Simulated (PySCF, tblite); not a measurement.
# C4H2Mg: changes of charge

Aim: compute the changes of charge of C4H2Mg (`C#[C][Mg][C]#C`).

Programs: tblite 0.8.0 and PySCF 2.14.0, with routines of our own; each step states its level. All values are computed. Atoms count from 0.

## (1) The system as given

7 atoms, charge 0, multiplicity 1; geometry from: start built from the parent or by distance geometry.

## (2) Relaxing the molecule with GFN2-xTB

The job: settings as JSON, then the geometry in Å.

```
{"job": {"kind": "relax", "xc": "GFN2-xTB", "basis": "xTB"}, "charge": 0, "multiplicity": 1}
Mg     0.023400     0.008700    -0.005400
C     -0.006400     0.004600     2.019600
C      0.015100    -0.025600     3.250100
H     -0.011100    -0.014200     4.284900
C     -0.002800     0.011000    -2.031100
C     -0.010100     0.010200    -3.255600
H     -0.001500     0.015100    -4.316600
```

Command:

```console
$ OMP_NUM_THREADS=1 python redox_run.py task.json out
```

One launch serves the whole session: the jobs run in the order shown.

Log:

```text
step      E/eV     max force
  0    -270.02253    3.443
  1    -269.74918    8.900
  2    -270.08894    0.569
  3    -270.08946    0.531
  4    -270.09090    0.160
  5    -270.09119    0.074
  6    -270.09148    0.074
  7    -270.09196    0.116
  8    -270.09214    0.073
  9    -270.09220    0.025
 10    -270.09222    0.019
 11    -270.09223    0.025
 12    -270.09224    0.014
 13    -270.09225    0.014
 14    -270.09226    0.019
 15    -270.09228    0.033
 16    -270.09229    0.030
 17    -270.09230    0.013
 18    -270.09230    0.004
```

It took 0.08 s on 1 thread of Arm Neoverse V1, shared host.

Along the way: (the energy doesn't fall at every step)

```
step  energy from step 0 (eV)  largest force (eV/Å)
   0                   0.0000                3.4431
   1                   0.2733                8.8996
   2                  -0.0664                0.5691
   3                  -0.0669                0.5310
   4                  -0.0684                0.1603
   5                  -0.0687                0.0738
   6                  -0.0689                0.0740
   7                  -0.0694                0.1160
   8                  -0.0696                0.0732
   9                  -0.0697                0.0250
  10                  -0.0697                0.0190
  11                  -0.0697                0.0250
  12                  -0.0697                0.0140
  13                  -0.0697                0.0144
  14                  -0.0697                0.0190
  15                  -0.0697                0.0330
  16                  -0.0698                0.0300
  17                  -0.0698                0.0130
  18                  -0.0698                0.0037
```

Close pairs (by a distance rule), those that changed most:

```
  bond  before (Å)  after (Å)  change (Å)
 C1–C2       1.231      1.204      -0.027
 C2–H3       1.035      1.059      +0.023
 C4–C5       1.225      1.204      -0.020
Mg0–C1       2.025      2.043      +0.018
Mg0–C4       2.026      2.043      +0.017
 C5–H6       1.061      1.059      -0.002
```

The end geometry stands in the next job.

## (3) Vibrational analysis with GFN2-xTB

The job: settings as JSON, then the geometry in Å.

```
{"job": {"kind": "ir", "xc": "GFN2-xTB", "basis": "xTB"}, "charge": 0, "multiplicity": 1}
Mg     0.015933     0.008445    -0.007801
C      0.004667    -0.001685     2.035276
C      0.000244    -0.012652     3.239694
H     -0.004533    -0.020982     4.298324
C      0.001597     0.010592    -2.050704
C     -0.003137     0.012280    -3.255156
H     -0.008093     0.013810    -4.313797
```

Log:

```text
mode    cm-1     km/mol
  1      25.7     11.85
  2      25.7     11.86
  3     116.1      0.00
  4     116.2      0.00
  5     143.5    104.61
  6     143.6    104.58
  7     297.8      0.01
  8     518.5    171.33
  9     657.0      0.05
 10     657.1      0.07
 11     659.2     59.50
 12     659.2     59.49
 13    2155.6      0.17
 14    2156.0      0.00
 15    3270.2     51.12
 16    3270.7      3.17
ZPE 88.955  H(298)-E 112.461  G(298)-E 13.126 kJ/mol  S 333.17 J/(mol K)
```

Run time: 0.15 s. Hardware: 1 thread of Arm Neoverse V1, shared host.

Which atoms move in the most intense modes:

```
cm⁻¹  km/mol                       atoms
  26    11.9  Mg0 51 %, C5 19 %, C2 19 %
  26    11.8  Mg0 51 %, C5 19 %, C2 19 %
 144   104.6  C1 34 %, C4 33 %, Mg0 16 %
 144   104.6  C1 34 %, C4 33 %, Mg0 16 %
 518   171.3                    Mg0 68 %
 659    59.5            H3 43 %, H6 38 %
 659    59.5            H3 43 %, H6 38 %
3270    51.1            H3 64 %, H6 23 %
```

## (4) Optimising the geometry at PBE0-D3(BJ)/ma-def2-SVP

The job, as its differences from that of step 3:

```diff
@@ -1,2 +1,2 @@
-{"job": {"kind": "ir", "xc": "GFN2-xTB", "basis": "xTB"}, "charge": 0, "multiplicity": 1}
+{"job": {"xc": "PBE0", "basis": "ma-def2-SVP", "d3": "d3bj", "grid": 1, "kind": "geom"}, "charge": 0, "multiplicity": 1}
 Mg     0.015933     0.008445    -0.007801
```

Log:

```text
step   0  E = -353.09895109  max force = 0.048555
step   1  E = -353.09980861  max force = 0.006497
step   2  E = -353.09048052  max force = 0.065176
step   3  E = -353.10085651  max force = 0.010598
step   4  E = -353.10095890  max force = 0.004355
step   5  E = -353.10119483  max force = 0.001902
step   6  E = -353.10134620  max force = 0.001311
step   7  E = -353.10133386  max force = 0.000952
step   8  E = -353.10135137  max force = 0.000446
step   9  E = -353.10135525  max force = 0.000816
step  10  E = -353.10133635  max force = 0.001755
step  11  E = -353.10135897  max force = 0.000548
step  12  E = -353.10136148  max force = 0.000174
optimisation converged
```

It took 34 s on 1 thread of Arm Neoverse V1, shared host; peak memory 0.39 GiB.

Along the way: (the energy doesn't fall at every step)

```
step  energy from step 0 (eV)  largest force component (eV/Å)
   0                   0.0000                          2.4968
   1                  -0.0233                          0.3341
   2                   0.2305                          3.3515
   3                  -0.0518                          0.5450
   4                  -0.0546                          0.2239
   5                  -0.0611                          0.0978
   6                  -0.0652                          0.0674
   7                  -0.0648                          0.0490
   8                  -0.0653                          0.0229
   9                  -0.0654                          0.0420
  10                  -0.0649                          0.0902
  11                  -0.0655                          0.0282
  12                  -0.0656                          0.0089
```

Close pairs (by a distance rule), those that changed most:

```
  bond  before (Å)  after (Å)  change (Å)
 C4–C5       1.204      1.226      +0.021
 C1–C2       1.204      1.226      +0.021
Mg0–C1       2.043      2.022      -0.021
Mg0–C4       2.043      2.022      -0.021
 C5–H6       1.059      1.077      +0.018
 C2–H3       1.059      1.077      +0.018
```

The end geometry stands in the next job.

```
                         at the end point         value
  point group (found at 0.08 Å tolerance)         Dinfh
rotational constants (GHz, main isotopes)  1.299, 1.299
                        dipole moment (D)          0.01
```

## (5) Single point (C₄H₂Mg): TPSSh-D3(BJ)/ma-def2-SVP

Geometry: PBE0-D3(BJ)/ma-def2-SVP.

The job: settings as JSON, then the geometry in Å.

```
{"job": {"kind": "sp", "xc": "TPSSh", "basis": "ma-def2-SVP", "d3": "d3bj", "grid": 3}, "charge": 0, "multiplicity": 1}
Mg     0.006397     0.001529    -0.007946
C      0.010354     0.071667     2.013041
C      0.010480     0.112854     3.238209
H      0.009350     0.149027     4.314578
C     -0.002832    -0.068660    -2.028939
C     -0.008309    -0.109493    -3.254108
H     -0.012646    -0.145416    -4.330471
```

Log:

```text
coarse grid: 31896 points
cycle   1  E = -353.3272976469  dE =  3.103e-01  |g| = 5.738e-01  |ddm| = 8.971e+00
cycle   2  E = -353.2260913624  dE =  1.012e-01  |g| = 7.946e-01  |ddm| = 4.327e+00
cycle   3  E = -353.4162866556  dE = -1.902e-01  |g| = 2.241e-01  |ddm| = 1.962e+00
cycle   4  E = -353.4301490306  dE = -1.386e-02  |g| = 3.612e-02  |ddm| = 5.809e-01
cycle   5  E = -353.4305350592  dE = -3.860e-04  |g| = 2.836e-03  |ddm| = 1.194e-01
cycle   6  E = -353.4305375269  dE = -2.468e-06  |g| = 1.906e-04  |ddm| = 5.909e-02
final grid: 94672 points
cycle   7  E = -353.4306236463  dE =  2.958e-08  |g| = 4.554e-04  |ddm| = 3.611e-03
cycle   8  E = -353.4306233367  dE =  3.097e-07  |g| = 1.145e-03  |ddm| = 2.884e-03
cycle   9  E = -353.4306236991  dE = -3.624e-07  |g| = 1.457e-04  |ddm| = 2.449e-03
cycle  10  E = -353.4306237055  dE = -6.364e-09  |g| = 7.036e-06  |ddm| = 2.471e-04
converged SCF energy = -353.4306237055
```

Wall time 6.8 s (1 thread of Arm Neoverse V1, shared host); peak memory 0.51 GiB.

The fields below are evaluated on a grid from the run's orbitals.

Frontier orbitals at TPSSh/ma-def2-SVP, with the share of their density that lies nearest to each atom:

```
orbital  energy (eV)                                                   lies on
   HOMO        -7.05                                 4 C atoms about 24 % each
   LUMO        -1.10  Mg0 47 %; C1, C4 about 13 % each; C2, C5 about 10 % each
```

ELF in a plane through or near 7 of the atoms.

Ten even steps from '0' (0.00) to '9' (1.00):
```
0000000000000000000000000000
0000000000000000000000000000
0000000121110000111210000000
0000001333332002333331000000
0000001443443003443441000000
0000013555675005765553100000
0001565676784004876765651000
0005998687792332977868995000
0008999274391771934729998000
0008999741591761943479999000
0008999841591761943479999000
0008999173391881934729998000
0005998687792332977868995000
0001565676784004876765651000
0000013555675005765553100000
0000001443444003443441000000
0000001333332002333331000000
0000000121110000111210000000
0000000000000000000000000000
0000000000000000000000000000
```
The map spans 13.9 Å across and 5.2 Å up, centred on the molecule. Atoms in the plane (x, y in Å): Mg0 (0.0, 0.0), C1 (-2.0, 0.0), C2 (-3.2, 0.0), H3 (-4.3, 0.0), C4 (2.0, 0.0), C5 (3.2, 0.0), H6 (4.3, 0.0).

On the surface of density 0.002 e/bohr³ the electrostatic potential runs, from the 1st to the 99th percentile, from -0.97 V near C5 to 5.50 V near Mg0.

## (6) Single point (C4H2Mg− (doublet)): TPSSh-D3(BJ)/ma-def2-SVP

Geometry: PBE0-D3(BJ)/ma-def2-SVP, that of another charge or spin state.

The job, as its differences from that of step 5:

```diff
@@ -1,2 +1,2 @@
-{"job": {"kind": "sp", "xc": "TPSSh", "basis": "ma-def2-SVP", "d3": "d3bj", "grid": 3}, "charge": 0, "multiplicity": 1}
+{"job": {"kind": "sp", "xc": "TPSSh", "basis": "ma-def2-SVP", "d3": "d3bj", "grid": 3}, "charge": -1, "multiplicity": 2}
 Mg     0.006397     0.001529    -0.007946
```

Log:

```text
final grid: 94672 points
cycle   1  E = -353.3897077766  dE =  1.204e-02  |g| = 2.013e-01  |ddm| = 1.632e+02
cycle   2  E = -353.2546182760  dE =  1.351e-01  |g| = 5.294e-01  |ddm| = 7.795e+01
cycle   3  E = -353.4207484410  dE = -1.661e-01  |g| = 8.329e-02  |ddm| = 9.268e+01
cycle   4  E = -353.4246032140  dE = -3.855e-03  |g| = 2.225e-02  |ddm| = 2.045e+01
cycle   5  E = -353.4249794191  dE = -3.762e-04  |g| = 4.605e-03  |ddm| = 1.482e+01
cycle   6  E = -353.4250049305  dE = -2.551e-05  |g| = 1.067e-03  |ddm| = 7.794e+00
cycle   7  E = -353.4250088906  dE = -3.960e-06  |g| = 3.496e-04  |ddm| = 4.565e+00
cycle   8  E = -353.4250094622  dE = -5.716e-07  |g| = 2.438e-04  |ddm| = 7.943e-01
cycle   9  E = -353.4250095637  dE = -1.015e-07  |g| = 2.532e-04  |ddm| = 1.898e-01
cycle  10  E = -353.4250096478  dE = -8.412e-08  |g| = 6.648e-05  |ddm| = 1.760e-01
cycle  11  E = -353.4250096631  dE = -1.532e-08  |g| = 1.796e-05  |ddm| = 1.508e-01
cycle  12  E = -353.4250096654  dE = -2.259e-09  |g| = 1.031e-05  |ddm| = 4.915e-02
converged SCF energy = -353.4250096654
```

It took 15 s on 1 thread of Arm Neoverse V1, shared host; peak memory 0.5 GiB.

## (7) Relaxing the molecule with GFN2-xTB

This step treats C4H2Mg− (doublet).

The job: settings as JSON, then the geometry in Å.

```
{"job": {"kind": "relax", "xc": "GFN2-xTB", "basis": "xTB"}, "charge": -1, "multiplicity": 2}
Mg     0.022600    -0.004600    -0.013200
C     -0.000400     0.080300     1.990000
C      0.027900     0.105200     3.241400
H      0.006900     0.163600     4.294000
C     -0.006100    -0.072500    -2.017600
C     -0.019300    -0.111200    -3.262900
H     -0.012200    -0.139600    -4.341500
```

Log:

```text
step      E/eV     max force
  0    -273.68235    4.892
  1    -273.16330   12.526
  2    -273.88795    1.602
  3    -273.90780    1.047
  4    -273.92305    1.936
  5    -273.94907    1.044
  6    -273.99924    0.899
  7    -274.05162    1.419
  8    -274.07675    0.954
  9    -274.08346    0.250
 10    -274.08417    0.099
 11    -274.08464    0.144
 12    -274.08535    0.216
 13    -274.08573    0.138
 14    -274.08584    0.037
 15    -274.08586    0.020
 16    -274.08587    0.024
 17    -274.08589    0.030
 18    -274.08590    0.019
 19    -274.08590    0.009
 20    -274.04730    1.970
 21    -273.98555    3.896
 22    -274.08883    0.233
 23    -274.09043    0.102
 24    -274.09070    0.097
 25    -274.09075    0.142
 26    -274.09093    0.082
 27    -274.09153    0.102
 28    -274.09234    0.170
 29    -274.09310    0.157
 30    -274.09343    0.068
 31    -274.09353    0.025
 32    -274.09360    0.045
 33    -274.09375    0.092
 34    -274.09397    0.115
 35    -274.09421    0.087
 36    -274.09440    0.049
 37    -274.09460    0.076
 38    -274.09501    0.177
 39    -274.09589    0.350
 40    -274.09729    0.599
 41    -274.09924    0.609
 42    -274.10335    0.195
 43    -274.10443    0.133
 44    -274.10522    0.220
 45    -274.10408    0.384
 46    -274.10580    0.064
 47    -274.10593    0.029
 48    -274.10605    0.033
 49    -274.10609    0.023
 50    -274.10618    0.029
 51    -274.10622    0.034
 52    -274.10633    0.027
 53    -274.10641    0.046
 54    -274.10654    0.075
 55    -274.10670    0.089
 56    -274.10686    0.078
 57    -274.10696    0.045
 58    -274.10701    0.022
 59    -274.10705    0.037
 60    -274.10710    0.045
 61    -274.10715    0.033
 62    -274.10717    0.011
 63    -274.10717    0.004
```

Run time: 0.07 s. Hardware: 1 thread of Arm Neoverse V1, shared host.

The steps of the relaxation: (not every step is listed) (the energy doesn't fall at every step)

```
step  energy from step 0 (eV)  largest force (eV/Å)
   0                   0.0000                4.8920
   1                   0.5190               12.5264
   2                  -0.2056                1.6016
   3                  -0.2255                1.0471
   4                  -0.2407                1.9357
   5                  -0.2667                1.0442
   6                  -0.3169                0.8991
   7                  -0.3693                1.4186
   8                  -0.3944                0.9544
  13                  -0.4034                0.1382
  18                  -0.4035                0.0187
  23                  -0.4081                0.1017
  28                  -0.4100                0.1703
  33                  -0.4114                0.0922
  38                  -0.4127                0.1769
  43                  -0.4221                0.1333
  48                  -0.4237                0.0332
  53                  -0.4241                0.0462
  58                  -0.4247                0.0216
  59                  -0.4247                0.0371
  60                  -0.4248                0.0451
  61                  -0.4248                0.0332
  62                  -0.4248                0.0111
  63                  -0.4248                0.0037
```

Close pairs (by a distance rule), those that changed most:

```
  bond  before (Å)  after (Å)  change (Å)
Mg0–C1       2.005      2.213      +0.208
Mg0–C4       2.006      2.213      +0.208
 C1–C2       1.252      1.215      -0.037
 C4–C5       1.246      1.215      -0.031
 C2–H3       1.054      1.074      +0.020
 C5–H6       1.079      1.074      -0.005
```

The next job starts from the end point, and lists it.

## (8) Infrared spectrum with GFN2-xTB

The job: settings as JSON, then the geometry in Å.

```
{"job": {"kind": "ir", "xc": "GFN2-xTB", "basis": "xTB"}, "charge": -1, "multiplicity": 2}
Mg     0.001725    -0.011282    -0.014068
C     -0.037754     0.514681     2.135207
C      0.018807     0.081699     3.268659
H      0.060982    -0.229913     4.295891
C      0.048264    -0.508424    -2.170342
C     -0.013892    -0.066459    -3.300018
H     -0.060799     0.254300    -4.324253
```

Log:

```text
mode    cm-1     km/mol
  1     -18.4      0.04
  2      26.2      1.89
  3      77.4      0.00
  4      86.0     35.97
  5     118.4     32.25
  6     249.0      0.00
  7     396.0    184.04
  8     635.4     45.41
  9     637.0      0.03
 10     647.7      0.05
 11     648.8     13.49
 12    2067.8     60.13
 13    2070.0      0.04
 14    3025.8    959.00
 15    3034.1      0.37
ZPE 82.172  H(298)-E 106.223  G(298)-E -1.597 kJ/mol  S 361.63 J/(mol K)
```

Wall time 0.15 s (1 thread of Arm Neoverse V1, shared host).

The strongest bands and the atoms that carry them (share of the mass-weighted mode):

```
cm⁻¹  km/mol                               atoms
  26     1.9          Mg0 45 %, C5 20 %, C2 20 %
  86    36.0          Mg0 35 %, C4 31 %, C1 28 %
 118    32.2          Mg0 32 %, C4 23 %, C1 23 %
 396   184.0          Mg0 58 %, C1 16 %, C4 15 %
 635    45.4           H3 40 %, H6 37 %, C2 10 %
 649    13.5           H6 43 %, H3 34 %, C5 11 %
2068    60.1  C1 27 %, C4 25 %, C2 20 %, C5 18 %
3026   959.0                    H6 45 %, H3 42 %
```

## (9) Relaxing the molecule at PBE0-D3(BJ)/ma-def2-SVP

This step treats C4H2Mg− (doublet).

The job, as its differences from that of step 8:

```diff
@@ -1,2 +1,2 @@
-{"job": {"kind": "ir", "xc": "GFN2-xTB", "basis": "xTB"}, "charge": -1, "multiplicity": 2}
+{"job": {"xc": "PBE0", "basis": "ma-def2-SVP", "d3": "d3bj", "grid": 1, "kind": "geom"}, "charge": -1, "multiplicity": 2}
 Mg     0.001725    -0.011282    -0.014068
```

Log:

```text
step   0  E = -353.08265801  max force = 0.049751
step   1  E = -353.09525950  max force = 0.014805
step   2  E = -353.10407275  max force = 0.012423
step   3  E = -353.11131516  max force = 0.009033
step   4  E = -353.11429078  max force = 0.011949
step   5  E = -353.11911030  max force = 0.004939
step   6  E = -353.12006049  max force = 0.004011
step   7  E = -353.12052496  max force = 0.003336
step   8  E = -353.12086892  max force = 0.001363
step   9  E = -353.12094520  max force = 0.001236
step  10  E = -353.12097191  max force = 0.000943
step  11  E = -353.12097944  max force = 0.000790
step  12  E = -353.12098279  max force = 0.000744
step  13  E = -353.12098371  max force = 0.000743
step  14  E = -353.12098502  max force = 0.000762
step  15  E = -353.12098712  max force = 0.000761
step  16  E = -353.12098948  max force = 0.000719
step  17  E = -353.12099210  max force = 0.000636
step  18  E = -353.12099472  max force = 0.000517
step  19  E = -353.12099902  max force = 0.000435
step  20  E = -353.12100456  max force = 0.000388
step  21  E = -353.12100965  max force = 0.000362
optimisation converged
```

It took 94 s on 1 thread of Arm Neoverse V1, shared host; peak memory 0.4 GiB.

Along the way:

```
step  energy from step 0 (eV)  largest force component (eV/Å)
   0                   0.0000                          2.5583
   1                  -0.3429                          0.7613
   2                  -0.5827                          0.6388
   3                  -0.7798                          0.4645
   4                  -0.8608                          0.6144
   5                  -0.9919                          0.2540
   6                  -1.0178                          0.2063
   7                  -1.0304                          0.1715
   8                  -1.0398                          0.0701
   9                  -1.0418                          0.0636
  10                  -1.0426                          0.0485
  11                  -1.0428                          0.0406
  12                  -1.0429                          0.0383
  13                  -1.0429                          0.0382
  14                  -1.0429                          0.0392
  15                  -1.0430                          0.0391
  16                  -1.0431                          0.0370
  17                  -1.0431                          0.0327
  18                  -1.0432                          0.0266
  19                  -1.0433                          0.0224
  20                  -1.0435                          0.0200
  21                  -1.0436                          0.0186
```

Close pairs (by a distance rule), those that changed most:

```
  bond  before (Å)  after (Å)  change (Å)
Mg0–C4       2.213      2.134      -0.079
Mg0–C1       2.213      2.135      -0.078
 C1–C2       1.215      1.233      +0.018
 C4–C5       1.215      1.233      +0.018
 C2–H3       1.074      1.076      +0.002
 C5–H6       1.074      1.076      +0.002
```

The end geometry stands in the next job.

```
                         at the end point                 value
  point group (found at 0.08 Å tolerance)                   C2v
rotational constants (GHz, main isotopes)  14.609, 1.560, 1.409
                                     ⟨S²⟩                 0.751
```

## (10) Single point (C₄H₂Mg): TPSSh-D3(BJ)/ma-def2-SVP

Geometry: PBE0-D3(BJ)/ma-def2-SVP, that of another charge or spin state.

The job: settings as JSON, then the geometry in Å.

```
{"job": {"kind": "sp", "xc": "TPSSh", "basis": "ma-def2-SVP", "d3": "d3bj", "grid": 3}, "charge": 0, "multiplicity": 1}
Mg    -0.948504    -0.958372     0.014443
C     -0.172154    -0.180316     1.844868
C      0.232928     0.217314     2.939483
H      0.591322     0.569419     3.891232
C     -0.241425    -0.228999    -1.862501
C      0.118493     0.144068    -2.981019
H      0.436651     0.471518    -3.955457
```

Log:

```text
coarse grid: 31896 points
cycle   1  E = -353.2921872352  dE =  2.704e-01  |g| = 5.688e-01  |ddm| = 4.191e+00
cycle   2  E = -353.1330548748  dE =  1.591e-01  |g| = 8.719e-01  |ddm| = 2.479e+00
cycle   3  E = -353.3970273606  dE = -2.640e-01  |g| = 1.352e-01  |ddm| = 1.675e+00
cycle   4  E = -353.3989575727  dE = -1.930e-03  |g| = 1.041e-01  |ddm| = 2.975e-01
cycle   5  E = -353.4020955745  dE = -3.138e-03  |g| = 6.050e-03  |ddm| = 2.137e-01
cycle   6  E = -353.4021077947  dE = -1.222e-05  |g| = 7.333e-04  |ddm| = 3.546e-02
cycle   7  E = -353.4021079257  dE = -1.310e-07  |g| = 2.957e-04  |ddm| = 3.461e-03
final grid: 94672 points
cycle   8  E = -353.4021707902  dE =  8.206e-08  |g| = 6.769e-04  |ddm| = 2.447e-03
cycle   9  E = -353.4021699820  dE =  8.082e-07  |g| = 1.838e-03  |ddm| = 2.927e-03
cycle  10  E = -353.4021709152  dE = -9.331e-07  |g| = 1.014e-04  |ddm| = 2.121e-03
cycle  11  E = -353.4021709182  dE = -3.015e-09  |g| = 2.973e-05  |ddm| = 1.622e-04
converged SCF energy = -353.4021709182
```

Run time: 5.6 s. Hardware: 1 thread of Arm Neoverse V1, shared host; peak memory 0.51 GiB.

[end of part 1 of 2]
